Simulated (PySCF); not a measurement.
# C2H8GeSSi: the cost of one run

Computed with PySCF 2.14.0, with density-fitted response routines of our own, on a single molecule in the gas phase. Atoms count from 0, in the outputs and in this text.

## Step 1: The molecule as given

13 atoms, charge 0, multiplicity 1; geometry from: PBE0-D3(BJ)/def2-SVP.

Bonds of the start (Å): C0–C1 1.34, C1–Ge2 1.96, C1–S3 1.77, S3–Si4 2.15, C0–H5 1.09, C0–H6 1.10, Ge2–H7 1.54, Ge2–H8 1.54, Ge2–H9 1.54, Si4–H10 1.49, Si4–H11 1.49, Si4–H12 1.49.

## Step 2: Shielding tensors: PBE0/6-31G*

What the job is given:

```
{"job": {"kind": "nmr", "xc": "PBE0", "basis": "6-31G*", "pop": true}, "charge": 0, "multiplicity": 1}
C     -0.352825     1.013320    -0.812008
C     -0.544862    -0.005053     0.038541
Ge    -2.350595    -0.647020     0.437236
S      0.705428    -0.910532     0.905115
Si     2.558674    -0.113967     0.154623
H     -1.205415     1.501081    -1.292766
H      0.635691     1.410537    -1.068537
H     -2.498484    -2.102902    -0.036008
H     -2.595785    -0.582745     1.954036
H     -3.343884     0.261095    -0.307780
H      2.717860     1.333088     0.487168
H      2.659376    -0.286355    -1.324799
H      3.598477    -0.920466     0.852485
```

With the program's defaults for keys left out, this is: GIAO PBE0/6-31G* NMR shielding, non-relativistic, gas phase.

Started as:

```sh
$ OMP_NUM_THREADS=1 python probes_run.py task.json out
```

This one command runs all jobs of the session in turn.

Q: Estimate the wall time and peak memory of this first job on 1 thread of Arm Neoverse V1, shared host.

About 13 s, with a peak of 0.6 GiB.
